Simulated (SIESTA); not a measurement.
Crystal: YScO3.

```
Y Sc O
1.0
     3.59059    0.00000    0.00000
    -1.79529    3.10954    0.00000
     0.00000    0.00000   12.44424
Y Sc O
2 2 6
Direct
  0.00000 0.00000 0.00000
  0.00000 0.00000 0.50000
  0.33333 0.66667 0.25000
  0.66667 0.33333 0.75000
  0.33333 0.66667 0.08309
  0.33333 0.66667 0.41691
  0.00000 0.00000 0.25000
  0.00000 0.00000 0.75000
  0.66667 0.33333 0.91691
  0.66667 0.33333 0.58309
```

The cell comes from a database or a generator and needn't be the stable form of this composition.

| Quantity | Value |
| --- | --- |
| Program | SIESTA 5.4.2 |
| Task | single point |
| Functional | PBEsol |
| Potentials or basis | PseudoDojo 0.4 standard (PBEsol files) |
| Basis | DZP (energy shift 0.003 Ry; two zetas on semicore shells) |
| Grid cutoff | 800 Ry |
| Energy shift | 0.003 Ry |
| k mesh | 9 × 9 × 3 |
| Occupations | fermi-dirac, width 0.05 eV |
| Spin | no spin polarisation |

On this cell: pressure -4.4 GPa; largest force 0.067 eV/Å; band gap on the k mesh 3.07 eV, direct.

The same run follows on a disturbed copy (atoms moved at random, drawn with an rms of 0.05 Å):

```
Y Sc O
1.0
     3.59059    0.00000    0.00000
    -1.79529    3.10954    0.00000
     0.00000    0.00000   12.44424
Y Sc O
2 2 6
Direct
  0.00750 0.01794 0.00249
  0.00137 0.00779 0.49688
  0.32900 0.66561 0.25083
  0.68557 0.32308 0.75457
  0.32708 0.65853 0.08526
  0.32340 0.66485 0.41615
  0.01403 0.02821 0.24834
  0.00025 0.98998 0.74863
  0.67682 0.33365 0.91386
  0.65796 0.33063 0.58455
```

What changes?

The energy moves by +22.0 meV/atom; pressure -3.7 GPa; largest force 1.755 eV/Å; band gap on the k mesh 2.74 eV, direct.

Forces in eV/Å, atoms in the order of the input:
```
Y    0.127 -0.461 -0.322
Y   -0.109 -0.185  1.123
Sc   0.082  0.875  0.184
Sc  -0.622  0.068 -1.640
O    0.093  0.490 -0.532
O    0.130  0.193 -0.295
O   -0.119 -1.122  0.036
O    0.528  0.034  0.426
O   -0.233  0.053  1.598
O    0.119  0.055 -0.575
```

Stress tensor (GPa, compression positive):
```
-5.17 -0.60  0.09
-0.60 -2.47  0.22
 0.09  0.22 -3.60
```

Caveats: an odd mesh through Γ misses points on the zone boundary, where band edges often lie; the basis of atomic orbitals isn't converged, which shifts pressures, moduli and gaps.
